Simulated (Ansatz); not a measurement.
# AlFH4O2: the cost of one run

Program: Ansatz 0.2.0. Level of theory: UHF/def2-SVP. These are calculated values, not measurements.

## Step 1: The system as given

Bond lengths: Al1–F2 2.111 Å, Al1–H3 1.528 Å, Al1–H4 1.533 Å, Al1–O6 2.187 Å, Al1–O7 1.890 Å, O6–O7 1.436 Å, O7–H8 0.969 Å. Angles: F2–Al1–H3 112.0°, F2–Al1–H4 111.5°, F2–Al1–O6 68.1°, F2–Al1–O7 87.5°, H3–Al1–H4 122.6°, H3–Al1–O6 96.4°, H3–Al1–O7 122.8°, H4–Al1–O6 134.0°, H4–Al1–O7 94.4°, O6–Al1–O7 40.4°, Al1–O6–O7 58.6°, Al1–O7–O6 81.0°, Al1–O7–H8 174.0°, O6–O7–H8 104.4°.

As a file:

```xyz
8

Al   -0.7856   -0.3399   -0.3848
F     0.6620    0.5816   -1.6141
H    -0.8673   -1.8458   -0.6274
H    -2.0303    0.5411   -0.2269
H     1.2032    0.1300   -0.6394
O     1.1964   -0.3501    0.5407
O     0.1139    0.4111    1.0979
H     0.5077    0.8720    1.8539
```

## Step 2: Pulling towards end A

Springs on the bonds that form and break draw the guess towards this end; the thresholds are loose.

File input.yaml:

```yaml
crystal:
  periodic: [false, false, false]
  atoms:
    - { symbol: Al, position_ang: [-0.7856, -0.3399, -0.3848] }
    - { symbol: F, position_ang: [0.662, 0.5816, -1.6141] }
    - { symbol: H, position_ang: [-0.8673, -1.8458, -0.6274] }
    - { symbol: H, position_ang: [-2.0303, 0.5411, -0.2269] }
    - { symbol: H, position_ang: [1.2032, 0.13, -0.6394] }
    - { symbol: O, position_ang: [1.1964, -0.3501, 0.5407] }
    - { symbol: O, position_ang: [0.1139, 0.4111, 1.0979] }
    - { symbol: H, position_ang: [0.5077, 0.872, 1.8539] }
magnetization:
  spin_polarized: true
basis:
  gaussian: { orbitals: def2-SVP }
hamiltonian:
  xc: hf
relax:
  f_tol: 0.15
  max_steps: 25
  restrain:
    - { distance: [0, 5], at: 3.17, k: 30.0 }
    - { distance: [4, 1], at: 2.18, k: 30.0 }
    - { distance: [0, 1], at: 1.78, k: 30.0 }
    - { distance: [4, 5], at: 0.97, k: 30.0 }
```

The run is started by

```
$ ansatz run input.yaml --threads 2 --pin off --max-ram 3072MiB --backend cpu --events-out ev --progress --plain --runs-dir out
```

What time and memory should one allow on 2 threads of Arm Neoverse V2, shared host?

About 11 s, with a peak of 0.17 GiB.
